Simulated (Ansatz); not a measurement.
Consider a comparison of functionals at one structure of TeI₂, space group P4_2/mnm (the Ansatz DFT code, driven from Python).

The script reads `tei2.cif`:
```cif
data_TeI2
_cell_length_a 8.862293
_cell_length_b 8.862293
_cell_length_c 4.176314
_cell_angle_alpha 90.00000
_cell_angle_beta 90.00000
_cell_angle_gamma 90.00000
_symmetry_space_group_name_H-M 'P 1'
_symmetry_Int_Tables_number 1
loop_
_symmetry_equiv_pos_as_xyz
'x, y, z'
loop_
_atom_site_label
_atom_site_type_symbol
_atom_site_fract_x
_atom_site_fract_y
_atom_site_fract_z
Te1 Te    0.000000    0.000000    0.000000
Te2 Te    0.500000    0.500000    0.500000
I3 I    0.327707    0.327707    0.000000
I4 I    0.672293    0.672293    0.000000
I5 I    0.172293    0.827707    0.500000
I6 I    0.827707    0.172293    0.500000
```

Script `run_xc.py`:
```python
"""Functional comparison for TeI2 (totals differ with the potentials too)."""

import ansatz as az
from ase.io import read
import pandas as pd


def main() -> None:
    atoms = read("tei2.cif")
    cell = az.Crystal.from_ase(atoms)

    calculation = (
        cell.calculation()
        .kpoints(4, 4, 7)
        .occupations(az.OccupationsMethod.GAUSSIAN, width=0.1)
        .stress()
    )

    rows = []
    for value in ["blyp", "lda", "pbesol"]:
        r = calculation.functional(value).run(threads=1, pin="off").report
        rows.append((value, r["free_energy_ev"] / len(r["lattice"]["sites"]), r["n_iterations"], sum(r["stress_gpa"][i][i] for i in range(3)) / 3, r["n_kpoints"]))

    table = pd.DataFrame(rows, columns=["functional", "F/atom (eV)", "iterations", "P (GPa)", "k-points"])
    print(table.round(5).to_string(index=False))


if __name__ == "__main__":
    main()
```

Which functional puts this cell under the lowest pressure, and which under the highest?

From lowest to highest: LDA (-1.6 GPa), PBEsol (-1.0 GPa) and BLYP (1.6 GPa). At a fixed cell a lower pressure usually means a smaller equilibrium volume, so LDA prefers the smallest cell and BLYP the largest.

The run itself:

```console
$ python run_xc.py
DeckWarning: basis.ecutwfc = 420 eV, auto-derived from the records' recommended cutoffs: set by Te (normal level)
functional  F/atom (eV)  iterations  P (GPa)  k-points
      blyp  -7352.92005           8  1.55947        24
       lda  -7179.54567           7 -1.63254        24
    pbesol  -7255.34141           7 -0.97885        24
```
(Warnings from the package without file and line.)

Reading the output:
- Pressure is positive in compression.
- This cell is a computed structure, which may not be the phase found in nature.
- Total energies of different functionals can't be compared; pressures, moments and gaps at this one structure can.
- Timing: 2.2 min on 1 thread of Arm Neoverse N1 (shared host), peak memory 0.81 GiB.
